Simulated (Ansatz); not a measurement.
# SiGe3: from a guess to a relaxed structure

Where does this trial cell of SiGe3 go when cell and atoms are let free, and does the end survive a random kick?

Method: DFT PBE, scalar-relativistic, plane waves, PAW, in Ansatz 0.2.0.

### 1 The starting structure

The structure is tetragonal, space group P-4m2 (No. 115). The conventional cell has a = 3.724 Å, b = 3.724 Å, c = 5.267 Å, α = 90.00°, β = 90.00°, γ = 90.00°. Si (site symmetry -4m2) has 4 Ge at 2.28 Å in its first shell of neighbours. Ge (site symmetry -4m2) is surrounded by 4 Ge at 2.28 Å. Around Ge (site symmetry 2mm) lie 2 Si at 2.28 Å and 2 Ge at 2.28 Å.

As a file:

```
Si Ge
1.0
     3.72420    0.00000    0.00000
     0.00000    3.72420    0.00000
     0.00000    0.00000    5.26682
Si Ge
1 3
Direct
  0.50000 0.50000 0.50000
  0.00000 0.00000 0.00000
  0.50000 0.00000 0.75000
  0.00000 0.50000 0.25000
```

The start is an ordering of an alloy on its end members' structure types: elements ordered on the sites of the C type, Si/Ge on C (P-4m2, No. 115).

### 2 A first look at the guess

Contents of input.yaml:

```yaml
crystal:
  lattice:
    - [3.7242034, 0.0, 0.0]
    - [0.0, 3.7242034, 0.0]
    - [0.0, 0.0, 5.26681895]
  atoms:
    - { symbol: Si, position: [0.5, 0.5, 0.5] }
    - { symbol: Ge, position: [0.0, 0.0, 0.0] }
    - { symbol: Ge, position: [0.5, 0.0, 0.75] }
    - { symbol: Ge, position: [0.0, 0.5, 0.25] }
basis:
  ecutwfc: 420
kpoints:
  mp_grid: { grid: [6, 6, 4] }
hamiltonian:
  xc: pbe
scf:
  occupations: { method: gaussian, width: 0.1 }
  lower_state_search: "off"
output:
  forces: true
  stress: true
  eigenvalues: true
```

On the command line:

```
ansatz run input.yaml --threads 1 --pin off --max-ram 2560MiB --backend cpu --events-out ev --progress --plain --runs-dir out
```

The session goes on with these runs: coarse relaxation; final relaxation; reference for the kick test; kicked and relaxed without symmetry.

Q: Predict the outcome of this session. Wanted: conventional cell; volume; energy over the elements; gap on the mesh.

As calculated:

| quantity | value |
| --- | --- |
| symmetry at the end (tolerance 0.02 Å) | space group P-4m2 (No. 115) |
| conventional cell | a = 4.013 Å, b = 4.013 Å, c = 5.680 Å, α = 90.00°, β = 90.00°, γ = 90.00° |
| volume | 22.86 Å³/atom |
| energy over the elements | +0.01 eV/atom |
| gap on the mesh | 0.16 eV |

The space group P-4m2 (No. 115) is kept, and the volume per atom grows by 25.2 % from the first guess. The formation energy of this structure is too near zero to say whether it is bound against the elements. The kicked cell came back to the same energy, so the end is stable against the distortions that fit this cell and this draw; modes that don't fit the cell aren't tested.
